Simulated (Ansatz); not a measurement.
**FH₃Se₃Zr: up Jacob's ladder to CCSD(T)**

An exercise on one series of results from a longer session: the logs are not shown, and one member is left open.

The runs use Ansatz 0.2.0, Gaussian basis; functionals in def2-TZVPP, the program's frozen cores in correlated methods.

Levels to be run: LDA (SPW92), PBE-D4, revPBE-D4, BLYP-D4, r2SCAN-D4, B97M-V, PBE0-D4, B3LYP-D4, r2SCANh-D4, r2SCAN0-D4, HSE06-D4, BHLYP-D4, CAM-B3LYP-D4, LC-ωPBE, ωB97X-V, ωB97M-V, B2PLYP, PBE-QIDH; CCSD(T)/def2-SVP; CCSD(T)/def2-TZVPP; MP2/def2-QZVPP; extrapolation to the limit; RPA on PBE.

### The geometry

All runs share one geometry, relaxed beforehand with PBE0-D4 in a triple-zeta def2 set. Zr takes the def2 core potential; no spin-orbit term is included.

8 atoms, charge 0, spin multiplicity 1.

Atoms are counted from 1 here; the program's logs count them from 0.

Bond lengths: F1–Zr2 1.886 Å, Zr2–Se3 2.563 Å, Zr2–Se4 2.558 Å, Zr2–Se5 2.553 Å, Se3–H6 1.476 Å, Se4–H7 1.475 Å, Se5–H8 1.476 Å. Angles: F1–Zr2–Se3 111.8°, F1–Zr2–Se4 111.3°, F1–Zr2–Se5 112.7°, Se3–Zr2–Se4 110.0°, Se3–Zr2–Se5 104.7°, Se4–Zr2–Se5 106.1°, Zr2–Se3–H6 87.9°, Zr2–Se4–H7 85.4°, Zr2–Se5–H8 87.7°.

Set-up of the first run:

The input, in.yaml:

```yaml
crystal:
  periodic: [false, false, false]
  atoms:
    - {symbol: F, position_ang: [0.322405, 2.244271, 0.148918]}
    - {symbol: Zr, position_ang: [0.253718, 0.361146, 0.064702]}
    - {symbol: Se, position_ang: [-2.095485, -0.478511, -0.521323]}
    - {symbol: Se, position_ang: [1.954446, -0.557147, -1.611056]}
    - {symbol: Se, position_ang: [0.795945, -0.744956, 2.300846]}
    - {symbol: H, position_ang: [-2.163427, 0.587096, -1.540672]}
    - {symbol: H, position_ang: [1.005943, -1.673462, -1.782425]}
    - {symbol: H, position_ang: [-0.073543, 0.261563, 2.941009]}
basis:
  gaussian: {orbitals: def2-TZVPP}
hamiltonian: {xc: lda}
output: {orbitals: {seedname: orbitals}}
```

Launch:

```console
$ ansatz run in.yaml --threads 2 --pin off --events-out ev --progress --plain --max-ram 32768MiB --backend cuda --devices 0, --max-vram 18GiB
```

Among the steps run: LDA; PBE-D4 (GGA); revPBE-D4 (GGA); BLYP-D4 (GGA); r2SCAN-D4 (meta-GGA); B97M-V (meta-GGA); PBE0-D4 (hybrid); B3LYP-D4 (hybrid); r2SCANh-D4 (hybrid); r2SCAN0-D4 (hybrid); HSE06-D4 (hybrid); BHLYP-D4 (hybrid); CAM-B3LYP-D4 (range-separated); LC-ωPBE (range-separated); ωB97X-V (range-separated); ωB97M-V (range-separated); B2PLYP (double hybrid); PBE-QIDH (double hybrid).

One of the session's tables, all rows but one given; the rest of the session is left out.

It belongs to the step «Orbital energies across the functionals». 

| functional | HOMO (eV) | LUMO (eV) | gap (eV) |
| --- | --- | --- | --- |
| LDA (SPW92) | -6.48 | -3.36 | 3.13 |
| PBE-D4 | -6.31 | -3.14 | 3.17 |
| revPBE-D4 | -6.25 | -3.06 | 3.19 |
| BLYP-D4 | ? | ? | ? |
| r2SCAN-D4 | -6.60 | -3.03 | 3.57 |
| B97M-V | -6.61 | -2.95 | 3.66 |
| PBE0-D4 | -7.40 | -2.40 | 5.00 |
| B3LYP-D4 | -7.16 | -2.57 | 4.59 |
| r2SCANh-D4 | -7.00 | -2.75 | 4.25 |
| r2SCAN0-D4 | -7.60 | -2.32 | 5.27 |
| HSE06-D4 | -7.01 | -2.77 | 4.24 |
| BHLYP-D4 | -8.33 | -1.48 | 6.85 |
| CAM-B3LYP-D4 | -8.61 | -1.35 | 7.26 |
| LC-ωPBE | -9.93 | -0.32 | 9.61 |
| ωB97X-V | -9.60 | -0.37 | 9.22 |
| ωB97M-V | -9.46 | -0.45 | 9.01 |

Estimate the missing values for BLYP-D4.

Worked estimate for «HOMO (eV)». Against the share of exact exchange, B3LYP-D4 (0.2, -7.16), BHLYP-D4 (0.5, -8.33) give a slope of -3.90 per unit share; at 0 the line stands at -6.38.

**Answer.** HOMO (eV): -6.13; LUMO (eV): -2.99; gap (eV): 3.14. In «HOMO (eV)» the line misses by -0.25.
